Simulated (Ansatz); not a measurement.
Write a Python script for Ansatz's Python interface that makes a rigid torsion scan of C2H4SSe, SMILES CC(S)=[Se]. Level of theory (for the species named): PBE, def2-SVP basis, multiplicity 1, D3BJ dispersion.

| atom | x (Å) | y (Å) | z (Å) |
| --- | --- | --- | --- |
| C | 0.0383 | 0.8814 | 0.3417 |
| C | -0.3258 | -0.4020 | -0.2816 |
| S | -0.1303 | -1.9164 | 0.6286 |
| Se | -0.9882 | -0.3802 | -2.3563 |
| H | 0.3563 | 0.7944 | 1.3534 |
| H | -0.9268 | 1.5672 | 0.3355 |
| H | 0.7994 | 1.4340 | -0.2682 |
| H | 1.2693 | -2.0356 | 0.1910 |

Script `c2h4sse_torsion.py`:
```python
'''Rigid torsion scan of C2H4SSe.'''

from dataclasses import dataclass

import ansatz as az
from ase import Atoms


@dataclass(frozen=True)
class RunConfig:
    basis_set: str = 'def2-SVP'
    xc: str = 'pbe'
    dispersion: str = 'd3bj'
    force_tol: float = 0.02


opts = RunConfig()

atoms = Atoms(['C', 'C', 'S', 'Se', 'H', 'H', 'H', 'H'], positions=[
    (0.0383, 0.8814, 0.3417),
    (-0.3258, -0.402, -0.2816),
    (-0.1303, -1.9164, 0.6286),
    (-0.9882, -0.3802, -2.3563),
    (0.3563, 0.7944, 1.3534),
    (-0.9268, 1.5672, 0.3355),
    (0.7994, 1.434, -0.2682),
    (1.2693, -2.0356, 0.191),
])

# relax first, so that the scan starts from a minimum
first = (
    az.Crystal.molecule_from_ase(atoms).calculation()
    .basis(gaussian=opts.basis_set)
    .functional(opts.xc, dispersion=opts.dispersion)
    .relax(force_tolerance=opts.force_tol, max_steps=80)
)
atoms.positions = first.run(threads=1, backend='cpu').report['positions_ang']

start = atoms.get_dihedral(2, 1, 0, 4)
energies = {}
for turn in range(0, 121, 20):
    turned = atoms.copy()
    turned.set_dihedral(2, 1, 0, 4, start + turn, indices=[0, 4, 5, 6])
    job = az.Crystal.molecule_from_ase(turned).calculation()
    job = job.basis(gaussian=opts.basis_set)
    job = job.functional(opts.xc, dispersion=opts.dispersion)
    energies[round((start + turn) % 360)] = job.run(threads=1, backend='cpu').report['free_energy_ev']
floor = min(energies.values())
print('dihedral S2-C1-C0-H4 (deg)   E - E(min) (kcal/mol)')
for angle, e in sorted(energies.items()):
    print(f'{angle:8d} {23.060548 * (e - floor):14.3f}  ' + '#' * int(30 * (e - floor) / max(max(energies.values()) - floor, 1e-9)))
```

Output of `python c2h4sse_torsion.py`:
```text
dihedral S2-C1-C0-H4 (deg)   E - E(min) (kcal/mol)
       2          1.468  ##############################
      22          1.110  ######################
      42          0.439  ########
      62          0.117  ##
     302          0.000
     322          0.369  #######
     342          1.095  ######################
```

The scan is rigid and the energies are electronic, in a modest basis. With rigid groups the curve can differ much from the relaxed path, the start wasn't checked as a minimum of this torsion, and equivalent turns needn't return to the same energy. Wall time of the script: 90 s on 1 thread of Arm Neoverse V1 (shared host), peak memory 0.21 GiB.
